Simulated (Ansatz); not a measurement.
# FH7N2SSi2: one species, many methods

How much do the methods differ for FH7N2SSi2? The plan is to run it at one geometry with functionals of several rungs and with coupled cluster. The yardstick is the atomisation energy at the CCSD(T) limit.

Computed with Ansatz 0.2.0, Gaussian basis. Level: functionals in def2-TZVPP, the program's frozen cores in correlated methods.

The runs, in order: PBE-D4, r2SCAN-D4, PBE0-D4, B3LYP-D4, ωB97X-V, ωB97M-V, B2PLYP; CCSD(T)/def2-TZVPP; MP2/def2-QZVPP; extrapolation to the limit.

## Step 1: Structure used throughout

An earlier PBE0-D4 in a triple-zeta def2 set relaxation fixed the geometry.

SMILES `N[SiH2]S[SiH](N)F`, 13 atoms, charge 0, spin multiplicity 1.

Atoms are counted from 1 here; the program's logs count them from 0.

Bond lengths: N1–Si2 1.708 Å, N1–H7 1.008 Å, N1–H8 1.008 Å, Si2–S3 2.159 Å, Si2–H9 1.482 Å, Si2–H10 1.481 Å, S3–Si4 2.114 Å, Si4–N5 1.692 Å, Si4–F6 1.605 Å, Si4–H11 1.480 Å, N5–H12 1.006 Å, N5–H13 1.006 Å. Angles: Si2–N1–H7 120.1°, Si2–N1–H8 118.8°, H7–N1–H8 110.5°, N1–Si2–S3 116.2°, N1–Si2–H9 106.3°, N1–Si2–H10 111.0°, S3–Si2–H9 109.4°, S3–Si2–H10 102.2°, H9–Si2–H10 111.8°, Si2–S3–Si4 97.8°, S3–Si4–N5 107.0°, S3–Si4–F6 109.6°, S3–Si4–H11 113.1°, N5–Si4–F6 112.9°, N5–Si4–H11 110.8°, F6–Si4–H11 103.6°, Si4–N5–H12 122.0°, Si4–N5–H13 121.6° and more.

## Step 2: PBE-D4 (GGA)

File in.yaml:

```yaml
crystal:
  periodic: [false, false, false]
  atoms:
    - {symbol: N, position_ang: [1.404443, -0.417382, -1.922620]}
    - {symbol: Si, position_ang: [1.948935, 0.009465, -0.361425]}
    - {symbol: S, position_ang: [0.592527, 1.194500, 0.829867]}
    - {symbol: Si, position_ang: [-1.135197, 0.005011, 0.566035]}
    - {symbol: N, position_ang: [-2.225168, 0.439229, 1.785457]}
    - {symbol: F, position_ang: [-1.726068, 0.233944, -0.908568]}
    - {symbol: H, position_ang: [1.077477, 0.295782, -2.556034]}
    - {symbol: H, position_ang: [0.866218, -1.262018, -2.035102]}
    - {symbol: H, position_ang: [2.238114, -1.263007, 0.340809]}
    - {symbol: H, position_ang: [3.143749, 0.881304, -0.435697]}
    - {symbol: H, position_ang: [-0.851908, -1.447003, 0.605651]}
    - {symbol: H, position_ang: [-3.107088, -0.030979, 1.903719]}
    - {symbol: H, position_ang: [-2.226044, 1.361144, 2.187898]}
basis:
  gaussian: {orbitals: def2-TZVPP}
hamiltonian: {xc: pbe, dispersion: d4}
output: {forces: true, orbitals: {seedname: orbitals}}
```

Command:

```sh
$ ansatz run in.yaml --threads 2 --pin off --events-out ev --progress --plain --max-ram 31744MiB --backend cuda --devices 0, --max-vram 18GiB
```

Further steps of the session: r2SCAN-D4 (meta-GGA); PBE0-D4 (hybrid); B3LYP-D4 (hybrid); ωB97X-V (range-separated); ωB97M-V (range-separated); B2PLYP (double hybrid); CCSD(T) in def2-TZVPP; MP2 in def2-QZVPP.

**Question.** What will the summary of the whole plan be? Wanted: atomisation energy, CCSD(T)/CBS; farthest; mean size of error, hybrid; mean size of error, range-separated; gap, smallest and largest; T1 diagnostic; triples share of the correlation energy.

The runs gave:

| quantity | value |
| --- | --- |
| atomisation energy, CCSD(T)/CBS | 4570.9 kJ/mol |
| functionals within 22.9 kJ/mol (0.5 %) | B3LYP-D4, ωB97M-V |
| farthest | B2PLYP (-77.0 kJ/mol) |
| mean size of error, hybrid | 32.7 kJ/mol |
| mean size of error, range-separated | 19.5 kJ/mol |
| gap, smallest and largest | 5.45 eV (PBE-D4), 11.90 eV (ωB97X-V) |
| T1 diagnostic | 0.0112 |
| triples share of the correlation energy | 3.7 % |

**Reading.** PBE-D4 is off by +27.0 kJ/mol. Double hybrids carry the basis error of their MP2 part in triple zeta, and no dispersion term here, so their miss is partly the set-up's. Misses under about 22.9 kJ/mol are within the doubt on the reference itself, which lacks core-valence correlation, relativity and higher excitations. Hartree-Fock recovers 70 % of the binding; the rest is correlation. Orbital gaps span 5.5 to 11.9 eV; exact exchange widens them.
